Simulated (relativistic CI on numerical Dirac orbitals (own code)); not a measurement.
**Cu²⁺: L2,3 absorption multiplets**

Aim: the L2,3 absorption spectrum of Cu²⁺.

The numbers are computed with relativistic CI on numerical Dirac orbitals (own code) version 4 (Dirac-Coulomb-Breit CI, KLI orbitals optimised for each configuration, model QED (radiative potential, 1s self-energy scaled to tabulated hydrogen-like ionisation energies), valence Slater integrals scaled by 0.8, multiplet model of core-to-valence dipole absorption in a parametric crystal field), except any that are marked as measured or tabulated.

## 1. The system

* ion: Cu²⁺ (Cu III)
* nuclear charge: 29
* electrons: 27
* configurations: [Ar] 3d9 → [He] 2s2 2p5 3s2 3p6 3d10
* magnetising field for the dichroism, Lz and Sz: exchange field 10 meV on Sz; these come from the lowest magnetised state alone (0 K)
* temperature of the isotropic spectrum: 300 K
* widths: Lorentz 0.4 eV, Gauss 0.3 eV
* surrounding 1: Oh, 10Dq = 11300 cm⁻¹

## 2. Surrounding 1: Oh, 10Dq = 11300

The run's settings:

```ini
atom Cu  Z=29  charge=2  electrons=27
nucleus A=63  rms_radius_fm=3.8823
hamiltonian dirac-coulomb  breit=on  qed=on  c_scale=1
orbitals kli  potential=per-configuration
slater_scale 0.8
correlation none
mixing on
configurations
  [Ar] 3d9
  [He] 2s2 2p5 3s2 3p6 3d10
end
absorption L2,3 T=300 lorentz=0.4 gauss=0.3
crystal_field Oh 10Dq=11300
```

Command:

```console
> python run_levels.py task.json out
```

task.json lists these runs, among others, and the program works through them in turn.

**Question.** What will these runs give? Wanted: highest peak, first run; ground spin; share of the lower edge; core spin-orbit splitting.

As calculated:

| surrounding | ground S | Lz (0 K) | Sz (0 K) | centroid (eV) | share of the lower edge | up to four highest peaks (% of the highest), eV |
| --- | --- | --- | --- | --- | --- | --- |
| 1: Oh | 0.50 | -0.27 | -0.50 | 937.17 | 0.741 | 932.0 (100), 952.1 (35) |

| quantity | value |
| --- | --- |
| highest peak, first run | 932.0 eV |
| ground spin (effective S from ⟨S²⟩) | 0.50 |
| share of the lower edge | 0.741 |
| core spin-orbit splitting (without Breit) | 21.15 eV |

In words: The lower edge takes 0.74 of the intensity in surrounding 1, above the statistical 0.67. Edge positions are free-ion values and differ from those in solids by a few eV or more.
